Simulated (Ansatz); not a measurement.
# TaC+ (triplet): wave-function methods side by side, def2-QZVPP

The task here is to estimate one member of a computed series from the others.

The runs use Ansatz 0.2.0, Gaussian basis; def2-QZVPP, core rule «outside noble gas», up to 5 orbitals frozen.

To be run: UHF; ROHF; CCSD(T) on UHF.

## The system

The geometry is a PBE0/def2-TZVP stationary point (not a proven minimum) of the parent state, kept for this charge and spin. No spin-orbit coupling is included. Elements past krypton take def2 core potentials.

2 atoms, charge 1, spin multiplicity 3.

Atoms are counted from 1 here; the program's logs count them from 0.

Bond lengths: Ta1–C2 1.764 Å.

The first run:

in.yaml

```yaml
crystal:
  periodic: [false, false, false]
  atoms:
    - {symbol: Ta, position_ang: [0.000000, 0.000000, 0.000000]}
    - {symbol: C, position_ang: [0.000000, 0.000000, 1.764200]}
basis:
  gaussian: {orbitals: "def2-QZVPP.json"}
total_charge: 1
magnetization: {spin_polarized: true, initial_magnetization: 2}
hamiltonian: {xc: hf}
output: {orbitals: {seedname: orbitals}}
```

On the command line:

```bash
ansatz run in.yaml --threads 1 --pin off --events-out ev --progress --plain --max-ram 4096MiB --backend cpu
```

Steps of the session up to this table: UHF; ROHF; CCSD(T) on UHF.

One of the session's tables, all rows but one given; the rest of the session is left out.

```
  method  from UCCSD(T) (kJ/mol)
    ROHF                  +739.3
     UHF                  +695.3
    UMP2                  +134.8
   UCCSD                       ?
UCCSD(T)                       0
```

Q: Estimate the row for UCCSD from the others.

**Answer.** from UCCSD(T) (kJ/mol): +48.7. In the column «from UCCSD(T) (kJ/mol)» it lies between UCCSD(T) (0) and UMP2 (+134.8).

Limits of these values: The determinant is far from a pure spin state, so its energy mixes those of several spin states (harmless only where they are near-degenerate, as at dissociation).
